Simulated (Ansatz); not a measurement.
# Ge2Si: the cost of one run

Method: cc-pVTZ, core rule «outside noble gas», up to 33 orbitals frozen; program: Ansatz 0.2.0, Gaussian basis.

The runs, in order: UHF; CCSD(T) on ROHF; CCSD(T) on UHF; BCCD(T) on ROHF; CCSDT(Q) on ROHF; CCSDT(Q) on UHF; CASSCF and NEVPT2, 12 electrons in 12 orbitals.

4 further runs of the same task are left out: 4 set aside as unsound or not needed.

## (1) The geometry

The geometry is a PBE0/def2-TZVP stationary point (not a proven minimum). No spin-orbit coupling is included. The filled d shell of Ge may be among the frozen orbitals whatever the setting's name suggests; the logs give the count.

3 atoms, charge 0, spin multiplicity 3.

Atoms are counted from 1 here; the program's logs count them from 0.

Bond lengths: Ge1–Ge2 2.453 Å, Ge1–Si3 2.352 Å, Ge2–Si3 2.352 Å. Angles: Ge2–Ge1–Si3 58.6°, Ge1–Ge2–Si3 58.6°, Ge1–Si3–Ge2 62.9°.

## (2) UHF

Contents of in.yaml:

```yaml
crystal:
  periodic: [false, false, false]
  atoms:
    - {symbol: Ge, position_ang: [0.000000, 0.325086, 1.226603]}
    - {symbol: Ge, position_ang: [0.000000, 0.325086, -1.226603]}
    - {symbol: Si, position_ang: [0.000000, -1.681598, 0.000000]}
basis:
  gaussian: {orbitals: cc-pVTZ}
magnetization: {spin_polarized: true, initial_magnetization: 2}
hamiltonian: {xc: hf}
output: {orbitals: {seedname: orbitals}}
```

Launch:

```bash
$ ansatz run in.yaml --threads 1 --pin off --events-out ev --progress --plain --max-ram 4096MiB --backend cpu
```

Q: Estimate wall time and peak memory on 1 thread of AMD EPYC 7R13, shared host.

About 30 s, with a peak of 0.38 GiB.
